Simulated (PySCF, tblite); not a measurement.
**C₃H₅B₂F₃: geometry, infrared bands and NMR shifts**

What infrared bands and NMR shifts should C₃H₅B₂F₃ (`C=C(F)BCB(F)F`) show?

Computed with tblite 0.8.0 and PySCF 2.14.0, with density-fitted response routines of our own, on a single molecule in the gas phase. Atoms are numbered from 0 throughout.

### 1 The molecule as given

13 atoms, charge 0, multiplicity 1; geometry from: force field or distance geometry start.

Bonds of the start (Å): C0–C1 1.35, C1–F2 1.34, C1–B3 1.57, B3–C4 1.59, C4–B5 1.59, B5–F6 1.44, B5–F7 1.45, C0–H8 1.08, C0–H9 1.08, B3–H10 1.19, C4–H11 1.12, C4–H12 1.11.

### 2 Optimising the geometry with GFN2-xTB

The job: settings as JSON, then the geometry in Å.

```
{"job": {"kind": "relax", "xc": "GFN2-xTB", "basis": "xTB"}, "charge": 0, "multiplicity": 1}
C      2.432900     0.378500    -0.586800
C      1.084900     0.374900    -0.625400
F      0.437300     1.311600    -1.331100
B      0.269500    -0.712100     0.157900
C     -1.321800    -0.745600     0.124600
B     -1.927400     0.488300     0.918300
F     -2.740300     1.468600     0.236400
F     -1.679500     0.620600     2.345300
H      2.978000     1.138300    -1.131500
H      2.980100    -0.360500    -0.017200
H      0.836200    -1.568900     0.761800
H     -1.662000    -0.710400    -0.937800
H     -1.692300    -1.682800     0.588700
```

The run is started by

```console
$ OMP_NUM_THREADS=1 python probes_run.py task.json out
```

One launch serves the whole session: the jobs run in the order shown.

**Question.** This job is followed by: GFN2-xTB harmonic vibrations, gas phase; GIAO PBE0/pcSseg-1 NMR shielding, non-relativistic, gas phase. Predict these results of the whole session: strongest single infrared mode (GFN2-xTB); zero-point energy (GFN2-xTB); 13C shifts against TMS (PBE0/pcSseg-1); 1H shifts against TMS (PBE0/pcSseg-1, means over atoms taken as alike); 19F shifts against CFCl3 (PBE0/pcSseg-1, means over atoms taken as alike); 11B shifts against BF3·OEt2 (PBE0/pcSseg-1); surface potential, 1st and 99th percentile.

As calculated:

| quantity | value |
| --- | --- |
| strongest single infrared mode (GFN2-xTB) | 1247 cm⁻¹, 453 km/mol |
| zero-point energy (GFN2-xTB) | 51.4 kcal/mol |
| 13C shifts against TMS (PBE0/pcSseg-1) | 187.6, 133.9, 22.7 ppm |
| 1H shifts against TMS (PBE0/pcSseg-1, means over atoms taken as alike) | 6.80, 6.42, 5.91, 2.14 ppm |
| 19F shifts against CFCl3 (PBE0/pcSseg-1, means over atoms taken as alike) | -59.4, -102.0 ppm |
| 11B shifts against BF3·OEt2 (PBE0/pcSseg-1) | 70.1, 26.2 ppm |
| surface potential, 1st and 99th percentile | -0.82 V and 1.92 V |

The optimisation took 79 steps and gained 0.732 eV; among the close pairs (by a distance rule), B5–F7 changed most, from 1.454 to 1.320 Å. All 33 modes are real, so the xTB geometry is a minimum. The strongest single mode, at 1247 cm⁻¹, moves mainly B5. GFN2-xTB is a fitted tight-binding method: band positions and strengths are rough. Its intensities can rank the bands wrongly. At PBE0/pcSseg-1: Shielding is most anisotropic at F6, F7 (span 305 ppm, paramagnetic term -237 ppm). By nearest atom (PBE0/pcSseg-1), the HOMO sits on C0, C1 about 33 % each; F2 17 % and the LUMO on B3 39 %; C0 20 %.
